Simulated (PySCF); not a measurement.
# WO2F2: forces at shaken geometries

Aim: move all atoms of relaxed WO2F2 at random and read energies and forces. The structure is generated, not taken from experiment.

Program: PySCF 2.14.0. Level of theory: r2SCAN, W def2-SVP with ECP60, O def2-SVP, F def2-SVP; scalar-relativistic core potentials, no spin–orbit coupling. These are calculated values, not measurements.

4 further runs of the same task are left out: 2 for a known fault of the program, 1 that didn't finish, 1 set aside as unsound or not needed.

## (1) Starting geometry

5 atoms, charge 0, spin multiplicity 1.

Bond lengths: W1–O2 1.704 Å, W1–O3 1.704 Å, W1–F4 1.862 Å, W1–F5 1.862 Å. Angles: O2–W1–O3 105.8°, O2–W1–F4 108.8°, O2–W1–F5 108.8°, O3–W1–F4 108.8°, O3–W1–F5 108.8°, F4–W1–F5 115.3°.

Coordinates:

```tsv
atom	x (Å)	y (Å)	z (Å)
W1	0.0000	0.0000	-0.0249
O2	0.9611	0.9611	1.0033
O3	-0.9611	-0.9611	1.0033
F4	1.1118	-1.1118	-1.0215
F5	-1.1118	1.1118	-1.0215
```

Formal oxidation states: W +6. An earlier session relaxed this geometry at r2SCAN, W def2-SVP with ECP60, O def2-SVP, F def2-SVP (singlet, point group C2v).

Its energy there is -417.057265 Eh.

## (2) Atoms moved at random, σ = 0.06 Å

The input, run.py (the lines that set the calculation):

```python
mol = gto.M(atom='''
W     -0.00908     0.04265    -0.04272
O      0.91066     0.95782     0.98764
O     -0.94612    -1.06404     1.03531
F      1.12165    -1.11941    -0.99631
F     -1.07710     1.18298    -1.04532''',
    basis={'W': 'def2-SVP', 'O': 'def2-SVP', 'F': 'def2-SVP'},
    ecp={'W': 'def2-SVP'},
    charge=0, spin=0)
mf = dft.RKS(mol, xc='R2SCAN')
mf.grids.atom_grid = (50, 194)
mf = mf.density_fit()  # fitting sets: W def2-universal-JKFIT, O def2-universal-JKFIT, F def2-universal-JKFIT
mf.conv_tol = 1e-08; mf.max_cycle = 55
mf.kernel(dm0)  # dm0: the density of the relaxed state
```

The run is started by

```bash
OMP_NUM_THREADS=2 python run.py
```

Output:

```text
init E= -417.006285498941
  HOMO = -0.330338057110996  LUMO = -0.147159358331295  gap/eV = 4.98455
cycle= 1 E= -417.01989632571  delta_E= -0.0136  |g|= 0.331  |ddm|= 0.441
  HOMO = -0.24529983610169  LUMO = -0.122549783288891  gap/eV = 3.34020
cycle= 2 E= -416.365168180061  delta_E= 0.655  |g|= 1.82  |ddm|= 1.42
  HOMO = -0.303731020053419  LUMO = -0.116925443835773  gap/eV = 5.08324
cycle= 3 E= -417.020127302131  delta_E= -0.655  |g|= 0.342  |ddm|= 1.19
  HOMO = -0.296177977071405  LUMO = -0.129338696056868  gap/eV = 4.53993
cycle= 4 E= -417.041660651095  delta_E= -0.0215  |g|= 0.115  |ddm|= 0.292
  HOMO = -0.304369660168607  LUMO = -0.132212345156185  gap/eV = 4.68464
cycle= 5 E= -417.044065821254  delta_E= -0.00241  |g|= 0.0299  |ddm|= 0.0696
  HOMO = -0.303272245621425  LUMO = -0.13078535621141  gap/eV = 4.69361
cycle= 6 E= -417.044226524148  delta_E= -0.000161  |g|= 0.0122  |ddm|= 0.0226
  HOMO = -0.303304870466715  LUMO = -0.130263922748707  gap/eV = 4.70868
cycle= 7 E= -417.044256012936  delta_E= -2.95e-05  |g|= 0.0018  |ddm|= 0.00783
  HOMO = -0.303462389678987  LUMO = -0.130289650596819  gap/eV = 4.71227
cycle= 8 E= -417.044256651785  delta_E= -6.39e-07  |g|= 0.00065  |ddm|= 0.00156
  HOMO = -0.303471217527953  LUMO = -0.130294637278694  gap/eV = 4.71237
cycle= 9 E= -417.044256720876  delta_E= -6.91e-08  |g|= 0.000209  |ddm|= 0.000507
  HOMO = -0.303461942685072  LUMO = -0.130290239567255  gap/eV = 4.71224
cycle= 10 E= -417.04425672975  delta_E= -8.87e-09  |g|= 4.01e-05  |ddm|= 0.000143
  HOMO = -0.303455330560425  LUMO = -0.130295081016561  gap/eV = 4.71193
Extra cycle  E= -417.04425672251  delta_E= 7.24e-09  |g|= 0.000188  |ddm|= 0.000164
converged SCF energy = -417.04425672251
```

It took 3.3 s on 2 threads of Arm Neoverse V2, shared host.

It gives: E = -417.044257 Eh (+0.354 eV from the relaxed state), HOMO -8.26 eV, LUMO -3.55 eV, Mulliken charge on W1 +1.31 e, largest force component 5.259 eV/Å. 

```tsv
atom	Fx	Fy	Fz (eV/Å)
W1	-3.004	-5.259	0.954
O2	1.555	1.591	1.560
O3	1.992	2.917	-2.671
F4	-0.326	0.659	0.213
F5	-0.217	0.092	-0.055
```

## (3) Atoms moved at random, σ = 0.1 Å

The input, run.py (the lines that set the calculation):

```python
mol = gto.M(atom='''
W     -0.03211     0.07032     0.01070
O      0.97947     0.96259     1.04176
O     -1.01346    -1.00639     0.94511
F      1.07650    -1.11897    -1.03773
F     -1.01041     1.09245    -1.02125''',
    basis={'W': 'def2-SVP', 'O': 'def2-SVP', 'F': 'def2-SVP'},
    ecp={'W': 'def2-SVP'},
    charge=0, spin=0)
mf = dft.RKS(mol, xc='R2SCAN')
mf.grids.atom_grid = (50, 194)
mf = mf.density_fit()  # fitting sets: W def2-universal-JKFIT, O def2-universal-JKFIT, F def2-universal-JKFIT
mf.conv_tol = 1e-08; mf.max_cycle = 55
mf.kernel(dm0)  # dm0: the density of the relaxed state
```

The run is started by

```bash
OMP_NUM_THREADS=2 python run.py
```

Output:

```text
init E= -417.032962514708
  HOMO = -0.329203271212982  LUMO = -0.139319095553465  gap/eV = 5.16701
cycle= 1 E= -417.034894214831  delta_E= -0.00193  |g|= 0.181  |ddm|= 0.473
  HOMO = -0.283589979943148  LUMO = -0.12751089115466  gap/eV = 4.24713
cycle= 2 E= -416.973295925946  delta_E= 0.0616  |g|= 0.592  |ddm|= 0.524
  HOMO = -0.309033811399978  LUMO = -0.121383721066318  gap/eV = 5.10622
cycle= 3 E= -417.036732548732  delta_E= -0.0634  |g|= 0.16  |ddm|= 0.439
  HOMO = -0.307654656506916  LUMO = -0.12664073045953  gap/eV = 4.92564
cycle= 4 E= -417.041796122041  delta_E= -0.00506  |g|= 0.0302  |ddm|= 0.126
  HOMO = -0.309710194117429  LUMO = -0.128457430807131  gap/eV = 4.93214
cycle= 5 E= -417.041925327099  delta_E= -0.000129  |g|= 0.0151  |ddm|= 0.0245
  HOMO = -0.309971450743163  LUMO = -0.127963306198765  gap/eV = 4.95269
cycle= 6 E= -417.041962466596  delta_E= -3.71e-05  |g|= 0.00704  |ddm|= 0.0133
  HOMO = -0.309727192897824  LUMO = -0.127799294504623  gap/eV = 4.95051
cycle= 7 E= -417.041971425519  delta_E= -8.96e-06  |g|= 0.00241  |ddm|= 0.00541
  HOMO = -0.309818615378109  LUMO = -0.127806353934816  gap/eV = 4.95281
cycle= 8 E= -417.041972522608  delta_E= -1.1e-06  |g|= 0.000285  |ddm|= 0.00176
  HOMO = -0.309830787532071  LUMO = -0.127821989029884  gap/eV = 4.95271
cycle= 9 E= -417.041972539589  delta_E= -1.7e-08  |g|= 3.73e-05  |ddm|= 0.000225
  HOMO = -0.309826590790124  LUMO = -0.127817759058557  gap/eV = 4.95271
cycle= 10 E= -417.041972539851  delta_E= -2.63e-10  |g|= 9.6e-06  |ddm|= 3.51e-05
  HOMO = -0.309827216381517  LUMO = -0.127820247491402  gap/eV = 4.95266
Extra cycle  E= -417.041972539677  delta_E= 1.74e-10  |g|= 3.03e-05  |ddm|= 2.93e-05
converged SCF energy = -417.041972539677
```

Wall time 3.3 s (2 threads of Arm Neoverse V2, shared host).

It gives: E = -417.041973 Eh (+0.416 eV from the relaxed state), HOMO -8.43 eV, LUMO -3.48 eV, Mulliken charge on W1 +1.30 e, largest force component 6.022 eV/Å. 

```tsv
atom	Fx	Fy	Fz (eV/Å)
W1	3.281	-6.022	1.314
O2	0.035	0.464	0.567
O3	0.493	1.184	-0.323
F4	-1.048	1.380	0.978
F5	-2.761	2.994	-2.536
```

## (4) Atoms moved at random, σ = 0.1 Å

The input, run.py (the lines that set the calculation):

```python
mol = gto.M(atom='''
W     -0.13735     0.03468     0.05463
O      0.80116     1.07876     0.92725
O     -0.88043    -1.11735     0.77869
F      1.16030    -1.15412    -0.87602
F     -0.94368     1.15802    -0.94595''',
    basis={'W': 'def2-SVP', 'O': 'def2-SVP', 'F': 'def2-SVP'},
    ecp={'W': 'def2-SVP'},
    charge=0, spin=0)
mf = dft.RKS(mol, xc='R2SCAN')
mf.grids.atom_grid = (50, 194)
mf = mf.density_fit()  # fitting sets: W def2-universal-JKFIT, O def2-universal-JKFIT, F def2-universal-JKFIT
mf.conv_tol = 1e-08; mf.max_cycle = 55
mf.kernel(dm0)  # dm0: the density of the relaxed state
```

The run is started by

```bash
OMP_NUM_THREADS=2 python run.py
```

Output:

```text
init E= -416.975078221093
  HOMO = -0.353231066043701  LUMO = -0.163556149764641  gap/eV = 5.16132
cycle= 1 E= -416.940490662495  delta_E= 0.0346  |g|= 0.325  |ddm|= 1.16
  HOMO = -0.283633090946578  LUMO = -0.0930883898474358  gap/eV = 5.18499
cycle= 2 E= -416.81248823143  delta_E= 0.128  |g|= 0.868  |ddm|= 0.84
  HOMO = -0.29292042711651  LUMO = -0.103498418280984  gap/eV = 5.15444
cycle= 3 E= -416.955267664821  delta_E= -0.143  |g|= 0.18  |ddm|= 0.661
  HOMO = -0.309201185538861  LUMO = -0.117648500752163  gap/eV = 5.21241
cycle= 4 E= -416.9612852155  delta_E= -0.00602  |g|= 0.0616  |ddm|= 0.168
  HOMO = -0.309939492201188  LUMO = -0.120038022986782  gap/eV = 5.16748
cycle= 5 E= -416.961893621644  delta_E= -0.000608  |g|= 0.0157  |ddm|= 0.0481
  HOMO = -0.31039642606655  LUMO = -0.118704005079806  gap/eV = 5.21622
cycle= 6 E= -416.961894868679  delta_E= -1.25e-06  |g|= 0.016  |ddm|= 0.0212
  HOMO = -0.309599836679265  LUMO = -0.118921682700663  gap/eV = 5.18862
cycle= 7 E= -416.961942963928  delta_E= -4.81e-05  |g|= 0.00181  |ddm|= 0.0112
  HOMO = -0.309745933112755  LUMO = -0.118955377543126  gap/eV = 5.19168
cycle= 8 E= -416.961943384065  delta_E= -4.2e-07  |g|= 0.00119  |ddm|= 0.00214
  HOMO = -0.30970796576743  LUMO = -0.118955260987847  gap/eV = 5.19065
cycle= 9 E= -416.961943638674  delta_E= -2.55e-07  |g|= 0.000109  |ddm|= 0.000864
  HOMO = -0.309707225378624  LUMO = -0.118954341502097  gap/eV = 5.19065
cycle= 10 E= -416.961943640962  delta_E= -2.29e-09  |g|= 1.84e-05  |ddm|= 8.71e-05
  HOMO = -0.309707153891836  LUMO = -0.118957190513213  gap/eV = 5.19057
Extra cycle  E= -416.96194364064  delta_E= 3.22e-10  |g|= 4.45e-05  |ddm|= 4.62e-05
converged SCF energy = -416.96194364064
```

Wall time 3.3 s (2 threads of Arm Neoverse V2, shared host).

Result: E = -416.961944 Eh (+2.594 eV from the relaxed state), HOMO -8.43 eV, LUMO -3.24 eV, Mulliken charge on W1 +1.23 e, largest force component 12.409 eV/Å. 

```tsv
atom	Fx	Fy	Fz (eV/Å)
W1	12.409	0.651	-8.817
O2	2.182	2.170	4.241
O3	-7.914	-9.664	8.457
F4	-1.718	1.990	0.896
F5	-4.958	4.853	-4.776
```

## (5) The displacements side by side

| σ (Å) | energy rise (eV) | harmonic estimate −½ F·u (eV) | largest force component (eV/Å) |
| --- | --- | --- | --- |
| 0.06 | 0.354 | 0.340 | 5.26 |
| 0.1 | 0.416 | 0.423 | 6.02 |
| 0.1 | 2.594 | 2.418 | 12.41 |

Every displacement raises the energy. For a harmonic well the rise equals −½ F·u; the two differ by at most 7 % here (a move with σ = 0.1 Å), from anharmonicity, the grid and the small forces left at the relaxed point. These are double-zeta-type bases without diffuse functions. Spin–orbit coupling is left out.
